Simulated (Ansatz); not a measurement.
# C2H7BSi: a ladder of functionals and wavefunction methods

How much do the methods differ for C2H7BSi? The plan is to run it at one geometry with functionals of several rungs and with coupled cluster, and see how far each lands from CCSD(T) at the basis-set limit for the atomisation energy.

Method: functionals in def2-TZVPP, the program's frozen cores in correlated methods; program: Ansatz 0.2.0, Gaussian basis.

Levels to be run: LDA (SPW92), PBE-D4, revPBE-D4, BLYP-D4, r2SCAN-D4, B97M-V, PBE0-D4, B3LYP-D4, r2SCANh-D4, r2SCAN0-D4, HSE06-D4, BHLYP-D4, CAM-B3LYP-D4, LC-ωPBE, ωB97X-V, ωB97M-V, B2PLYP, PBE-QIDH; CCSD(T)/def2-SVP; CCSD(T)/def2-TZVPP; MP2/def2-QZVPP; extrapolation to the limit; RPA on PBE.

## (1) The relaxed structure

All runs share one geometry, relaxed beforehand with PBE0-D4 in a triple-zeta def2 set.

SMILES `CC1B[SiH2]1`, 11 atoms, charge 0, spin multiplicity 1.

Atoms are counted from 1 here; the program's logs count them from 0.

Bond lengths: C1–C2 1.507 Å, C1–H5 1.095 Å, C1–H6 1.093 Å, C1–H7 1.090 Å, C2–B3 1.483 Å, C2–Si4 2.082 Å, C2–H8 1.096 Å, B3–Si4 1.895 Å, B3–H9 1.189 Å, Si4–H10 1.481 Å, Si4–H11 1.489 Å. Angles: C2–C1–H5 110.2°, C2–C1–H6 111.8°, C2–C1–H7 111.4°, H5–C1–H6 107.2°, H5–C1–H7 107.8°, H6–C1–H7 108.2°, C1–C2–B3 126.0°, C1–C2–Si4 140.8°, C1–C2–H8 112.1°, B3–C2–Si4 61.5°, B3–C2–H8 120.5°, Si4–C2–H8 82.7°, C2–B3–Si4 75.0°, C2–B3–H9 130.8°, Si4–B3–H9 135.9°, C2–Si4–B3 43.5°, C2–Si4–H10 100.8°, C2–Si4–H11 126.4° and more.

Geometry (Å):

```mol
C2H7BSi
  3D, bonds by distance, orders not assigned

 11 11  0  0  0  0  0  0  0  0999 V2000
   -0.0658    1.5714    0.0866 C   0  0
    0.4290    0.1601   -0.0977 C   0  0
    0.6355   -0.8381    0.9789 B   0  0
   -0.2827   -1.7745   -0.3888 Si  0  0
    0.7670    2.2778    0.0058 H   0  0
   -0.7998    1.8470   -0.6756 H   0  0
   -0.5252    1.7071    1.0662 H   0  0
    0.8599    0.0017   -1.0932 H   0  0
    0.5392   -0.7392    2.1596 H   0  0
    0.2045   -2.0446   -1.7607 H   0  0
   -1.6961   -2.2258   -0.2604 H   0  0
  1  2  8  0
  2  3  8  0
  3  4  8  0
  1  5  8  0
  1  6  8  0
  1  7  8  0
  2  8  8  0
  3  9  8  0
  4 10  8  0
  4 11  8  0
  2  4  8  0
M  END
```

## (2) LDA

This LDA is Slater exchange with PW92 correlation.

File in.yaml:

```yaml
crystal:
  periodic: [false, false, false]
  atoms:
    - {symbol: C, position_ang: [-0.065807, 1.571412, 0.086566]}
    - {symbol: C, position_ang: [0.428965, 0.160085, -0.097709]}
    - {symbol: B, position_ang: [0.635508, -0.838100, 0.978857]}
    - {symbol: Si, position_ang: [-0.282709, -1.774505, -0.388772]}
    - {symbol: H, position_ang: [0.766983, 2.277784, 0.005782]}
    - {symbol: H, position_ang: [-0.799805, 1.847014, -0.675622]}
    - {symbol: H, position_ang: [-0.525220, 1.707063, 1.066167]}
    - {symbol: H, position_ang: [0.859881, 0.001693, -1.093213]}
    - {symbol: H, position_ang: [0.539163, -0.739179, 2.159632]}
    - {symbol: H, position_ang: [0.204486, -2.044556, -1.760726]}
    - {symbol: H, position_ang: [-1.696145, -2.225813, -0.260361]}
basis:
  gaussian: {orbitals: def2-TZVPP}
hamiltonian: {xc: lda}
output: {orbitals: {seedname: orbitals}}
```

Command:

```console
> ansatz run in.yaml --threads 2 --pin off --events-out ev --progress --plain --max-ram 4352MiB
```

After this run come: PBE-D4 (GGA); revPBE-D4 (GGA); BLYP-D4 (GGA); r2SCAN-D4 (meta-GGA); B97M-V (meta-GGA); B3LYP-D4 (hybrid); r2SCANh-D4 (hybrid); r2SCAN0-D4 (hybrid); HSE06-D4 (hybrid); BHLYP-D4 (hybrid); CAM-B3LYP-D4 (range-separated); LC-ωPBE (range-separated); ωB97X-V (range-separated); ωB97M-V (range-separated); B2PLYP (double hybrid); PBE-QIDH (double hybrid); CCSD(T) in def2-SVP; CCSD(T) in def2-TZVPP; MP2 in def2-QZVPP; RPA on PBE orbitals.

**Question.** What will the summary of the whole plan be? Wanted: atomisation energy, CCSD(T)/CBS; farthest beyond LDA; mean size of error, GGA; mean size of error, meta-GGA; mean size of error, hybrid; mean size of error, range-separated; mean size of error, double hybrid; gap, smallest and largest; T1 diagnostic.

As calculated:

| quantity | value |
| --- | --- |
| atomisation energy, CCSD(T)/CBS | 3896.9 kJ/mol |
| functionals within 19.5 kJ/mol (0.5 %) | revPBE-D4, BLYP-D4, B3LYP-D4, r2SCAN0-D4, LC-ωPBE, PBE-QIDH |
| farthest beyond LDA | PBE-D4 (+77.8 kJ/mol) |
| mean size of error, GGA | 28.9 kJ/mol |
| mean size of error, meta-GGA | 42.5 kJ/mol |
| mean size of error, hybrid | 30.0 kJ/mol |
| mean size of error, range-separated | 18.2 kJ/mol |
| mean size of error, double hybrid | 16.0 kJ/mol |
| gap, smallest and largest | 3.50 eV (LDA (SPW92)), 10.13 eV (LC-ωPBE) |
| T1 diagnostic | 0.0127 |
| triples share of the correlation energy | 4.3 % |

What this shows: LDA overbinds by 527.8 kJ/mol (14 %). PBE-D4 is off by +77.8 kJ/mol. Double hybrids carry the basis error of their MP2 part in triple zeta, and no dispersion term here, so their miss is partly the set-up's. The rungs double hybrid, range-separated miss on average by less than the doubt on the reference (19.5 kJ/mol), so they tie. The reference freezes the cores and leaves out relativity and excitations past (T), so misses under about 19.5 kJ/mol can't be ranked. Hartree-Fock recovers 76 % of the binding; the rest is correlation. CCSD(T) in def2-SVP is off by -171.6 kJ/mol, which most functionals beat. Orbital gaps span 3.5 to 10.1 eV; exact exchange widens them.
